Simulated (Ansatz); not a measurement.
# BClF3H: the cost of one run

All numbers below are computed with Ansatz 0.2.0 (RKS BLYP-D4/def2-SVP).

**1. The starting structure**

Bond lengths: B1–Cl2 2.210 Å, B1–F3 1.320 Å, B1–F4 1.320 Å, B1–F5 1.620 Å, Cl2–H6 1.365 Å. Angles: B1–Cl2–H6 61.1°, Cl2–B1–F3 120.0°, Cl2–B1–F4 120.0°, Cl2–B1–F5 71.6°, F3–B1–F4 120.0°, F3–B1–F5 97.0°, F4–B1–F5 101.2°.

As a file:

```xyz
6

B     0.0000    0.0000    0.0000
Cl    0.0000    0.0000    2.2100
F     1.1431    0.0000   -0.6600
F    -1.1431    0.0000   -0.6600
F     0.0677   -1.5359    0.5108
H     0.0526   -1.1933    1.5499
```

**2. Pulling towards end A**

Springs on the bonds that form and break draw the guess towards this end; the thresholds are loose.

Contents of input.yaml:

```yaml
crystal:
  periodic: [false, false, false]
  atoms:
    - { symbol: B, position_ang: [0.0, 0.0, 0.0] }
    - { symbol: Cl, position_ang: [0.0, 0.0, 2.21] }
    - { symbol: F, position_ang: [1.1431, 0.0, -0.66] }
    - { symbol: F, position_ang: [-1.1431, 0.0, -0.66] }
    - { symbol: F, position_ang: [0.0677, -1.5359, 0.5108] }
    - { symbol: H, position_ang: [0.0526, -1.1933, 1.5499] }
basis:
  gaussian: { orbitals: def2-SVP }
hamiltonian:
  xc: blyp
  dispersion: d4
relax:
  f_tol: 0.15
  max_steps: 25
  restrain:
    - { distance: [0, 4], at: 2.52, k: 30.0 }
    - { distance: [5, 1], at: 2.57, k: 30.0 }
    - { distance: [0, 1], at: 1.86, k: 30.0 }
    - { distance: [5, 4], at: 0.92, k: 30.0 }
```

Command:

```
$ ansatz run input.yaml --threads 1 --pin off --max-ram 2048MiB --backend cpu --events-out ev --progress --plain --runs-dir out
```

**Question.** How long does this run take on 1 thread of Arm Neoverse V2, shared host, and how much memory does it need?

About 20 s, with a peak of 0.14 GiB.
